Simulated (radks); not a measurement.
# Fractional charge and spin in the 5s shell of cerium

The task here is to estimate one member of a computed series from the others.

The numbers are computed with radks (a radial shooting solver on a logarithmic mesh, Libxc functionals) version 1 (scalar-relativistic Kohn-Sham, r2SCAN, spin-polarised, spherical densities, finite nucleus), except any that are marked as measured or tabulated.

**What is computed**

* element: cerium (Z = 58)
* configuration: [Kr] 4d10 4f(up 1, down 1) 5p6 5s(up 1, down 1)
* nuclear rms radius: 4.8771 fm

A shell typed twice in an input gives spin up, then spin down.

The first run:

Settings of this run:

```text
Z 58
configuration [Kr] 4d10 4f1 4f1 5p6 5s1 5s1
relativity scalar-relativistic
functional r2scan,r2scan
spin polarised
nucleus finite rms 4.8771 fm
c 137.035999084
```

Among the steps run: 5s: up 1, down 1.

One of the session's tables, all rows but one given; the rest of the session is left out.

It belongs to the step «5s: up 1, down 1». Sizes of the orbitals, from the radial functions (bohr):

| level | <r> | outermost maximum (interpolated) | 90 % within | nodes |
| --- | --- | --- | --- | --- |
| 3p | 0.2763 | 0.249 | 0.414 | 1 |
| 3d | ? | ? | ? | ? |
| 4s | 0.6390 | 0.594 | 0.917 | 3 |
| 4p | 0.6770 | 0.620 | 0.984 | 2 |
| 4d | 0.7498 | 0.654 | 1.13 | 1 |
| 5s | 1.552 | 1.39 | 2.23 | 4 |
| 5p | 1.791 | 1.57 | 2.61 | 3 |
| 4f | 1.215 | 0.725 | 2.17 | 0 |

**Question.** Estimate the row for 3d.

The run gave: <r>: 0.2535; outermost maximum (interpolated): 0.205; 90 % within: 0.396; nodes: 0. In the column «<r>» it is the lowest.
